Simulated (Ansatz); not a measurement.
# HBr (singlet): wave-function methods side by side at distance Br1–H2 = 1.310 Å, cc-pVTZ

The task here is to estimate one member of a computed series from the others.

Method: cc-pVTZ, core rule «outside noble gas», up to 14 orbitals frozen; program: Ansatz 0.2.0, Gaussian basis.

The runs, in order: UHF; CCSD(T) on RHF; BCCD(T) on RHF; CISD; CCSDT(Q) on RHF; CASSCF and MRCISD+Q, 2 electrons in 2 orbitals; CASSCF and NEVPT2, 2 electrons in 2 orbitals; CASSCF and MRCISD+Q, 8 electrons in 5 orbitals; CASSCF and NEVPT4(SD), 8 electrons in 5 orbitals; CASSCF and NEVPT2, 8 electrons in 5 orbitals.

11 further runs of the same task are left out: 9 that didn't finish, 2 set aside as unsound or not needed.

## What is computed

The geometry derives from a PBE0/def2-TZVP stationary point (not a proven minimum). One bond is set to the value named and the two fragments are kept rigid. No spin-orbit coupling is included. The filled d shell of Br may be among the frozen orbitals whatever the setting's name suggests; the logs give the count.

2 atoms, charge 0, spin multiplicity 1.

Atoms are counted from 1 here; the program's logs count them from 0.

Bond lengths: Br1–H2 1.310 Å.

Coordinates:

```
Br    0.00000    0.00000    0.00000
H     0.00000    0.00000    1.31000
```

Set-up of the first run:

in.yaml reads:

```yaml
crystal:
  periodic: [false, false, false]
  atoms:
    - {symbol: Br, position_ang: [0.000000, 0.000000, 0.000000]}
    - {symbol: H, position_ang: [0.000000, 0.000000, 1.310000]}
basis:
  gaussian: {orbitals: cc-pVTZ}
magnetization: {spin_polarized: true, initial_magnetization: 0}
hamiltonian: {xc: hf}
output: {orbitals: {seedname: orbitals}}
```

On the command line:

```sh
$ ansatz run in.yaml --threads 1 --pin off --events-out ev --progress --plain --max-ram 2393MiB
```

Steps of the session up to this table: UHF; CCSD(T) on RHF; BCCD(T) on RHF; CISD; CCSDT(Q) on RHF; CASSCF and MRCISD+Q, 2 electrons in 2 orbitals; CASSCF and NEVPT2, 2 electrons in 2 orbitals; CASSCF and MRCISD+Q, 8 electrons in 5 orbitals; CASSCF and NEVPT4(SD), 8 electrons in 5 orbitals; CASSCF and NEVPT2, 8 electrons in 5 orbitals.

One of the session's tables, all rows but one given; the rest of the session is left out.

It belongs to the step «Misses and costs». 

```
            method  from RCCSDT(Q) (meV)
               RHF                     ?
              RMP2                +694.3
              CISD                +417.7
             RCCSD                +187.3
          RCCSD(T)                 +18.5
           BCCD(T)                 +18.2
            RCCSDT                  +5.8
         RCCSDT(Q)                     0
    CASSCF valence               +4971.7
    NEVPT2 valence               +1126.1
NEVPT4(SD) valence                +133.6
    MRCISD valence                +354.1
  MRCISD+Q valence                 +43.2
```

Q: Estimate the row for RHF from the others.

The run gave: from RCCSDT(Q) (meV): +5400.5. In the column «from RCCSDT(Q) (meV)» it is the highest.

Left out of the table: CASSCF pair, NEVPT2 pair, MRCISD pair, MRCISD+Q pair (the active space lost an orbital or holds another state than full CI finds).

Limits of these values: Warnings in the runs' records: passed over end.
